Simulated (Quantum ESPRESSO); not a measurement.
Y3F: zone-centre phonons under several settings

```xyz
4
Lattice="4.8175 0.0000 0.0000 0.0000 4.8175 0.0000 0.0000 0.0000 4.8175" Properties=species:S:1:pos:R:3 pbc="T T T"
Y     0.0000    2.4088    2.4088
Y     2.4088    0.0000    2.4088
Y     2.4088    2.4088    0.0000
F     0.0000    0.0000    0.0000
```

The cell was built by a generator and needn't be a form met in nature.

All runs used Quantum ESPRESSO 7.5; k mesh 4 × 4 × 4, shifted; relaxed cell; no spin polarisation; cutoff 612 eV; occupations fermi-dirac, width 0.05 eV.

```csv
level,potentials,volume (Å³/atom),lowest optical mode without the field (cm⁻¹),highest optical mode without the field (cm⁻¹)
LDA,GBRV 1.5 LDA,?,?,?
PBE,GBRV 1.5 PBE,28.01,187i,178
PBEsol,GBRV 1.5 PBEsol,26.40,196i,187
PW91,GBRV 1.5 PBE,27.77,192i,174
BLYP,GBRV 1.5 PBE,29.13,170i,175
RPBE,GBRV 1.5 PBE,29.36,182i,168
vdW-DF-cx,GBRV 1.5 PBE,26.48,193i,191
```

What stands in the row left open?

Volume 25.09 Å³/atom; lowest optical mode without the field 203i cm⁻¹; highest optical mode without the field 195 cm⁻¹.

Values marked i are imaginary: the cell is unstable against those modes at that level, or the meshes are too thin.

Caveats: the mesh is thin for the phonons of a metal; some modes are imaginary; the potentials were made for another functional, which shifts forces and pressure (some runs); before the sum rule the acoustic modes lie tens of cm⁻¹ from zero, a sign that the density grid also shifts the optical modes (some runs).

For the row left open. Caveat: the k mesh is coarse; the mesh is thin for the phonons of a metal; some modes are imaginary.
